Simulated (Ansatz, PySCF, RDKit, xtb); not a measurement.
# CH2BeCl: a search for the lowest isomer

Only the formula CH2BeCl is given (odd number of electrons). Aim: find the structure of lowest free energy at 298.15 K, then its properties.

The funnel: GFN2-xTB relaxations, single points with a density functional, relaxations at PBE0-D3(BJ)/pcseg-1, harmonic vibrations, and a last energy at a higher level. All values are calculated.

6 further runs of the same task are left out: 6 set aside as unsound or not needed.

## (1) Drawing up candidates

A program enumerates the bonding patterns with one Lewis structure each (two rings at most, one unusual centre or charged pair), with their diastereomers. O–O, O–halogen and N–halogen bonds and N–N–N chains are not drawn. That gives 3 candidates.

```csv
label,SMILES,spin
c390,[CH2][Be][Cl],doublet
c670,[BeH][CH]Cl,doublet
c745,[Be][CH2]Cl,doublet
```

Candidates are built by distance geometry, with a force field where one applies, in up to four conformers (letters a to d). 16 starts with atoms placed at random are added, to find patterns that the rules miss.

**Question.** With final energies at CCSD(T)/def2-TZVPP, which structure will this search put lowest in free energy, and by what margin?

| quantity | value |
| --- | --- |
| lowest structure found | [CH2][Be][Cl], doublet, C2v |
| next finalist | [BeH][CH]Cl, doublet, 51.4 kcal/mol higher in G |
| share at equilibrium, among the finalists | 100.0 % |
| harmonic wavenumbers, lowest and highest (PBE0-D3(BJ)/pcseg-1) | 210 and 3216 cm⁻¹ |
| rotational constants, same geometry | 10.26, 0.1273, 0.1257 cm⁻¹ |
| dipole moment (PBE0/def2-TZVPD) | 1.50 D |
| HOMO energy (highest over α and β) (PBE0/def2-TZVPD) | -7.25 eV |
| LUMO energy (lowest over α and β) (PBE0/def2-TZVPD) | -2.73 eV |
| lowest excitation (TD-PBE0/def2-SVPD) | 4.32 eV (f = 0.005) |
| strongest of the states computed, same level | 5.80 eV (f = 0.036) |
| vertical ionisation energy (to the singlet cation) | 9.82 eV |
| vertical electron affinity | 0.96 eV |
| vertical quartet less doublet | +7.25 eV |

`[CH2][Be][Cl]` comes out lowest. Among the finalists first place is clear (51.4 kcal/mol); structures outside the list aren't covered. PBE0-D3(BJ)/pcseg-1, HF/def2-TZVPP and MP2/def2-TZVPP already put its bonding pattern lowest among the structures in one piece. The stability test raises a flag; for an open shell a flag towards a general spinor solution can be the free rotation of the spin. The search is not exhaustive (a finite list of starts, one conformer a finalist), so a lower isomer can't be ruled out.
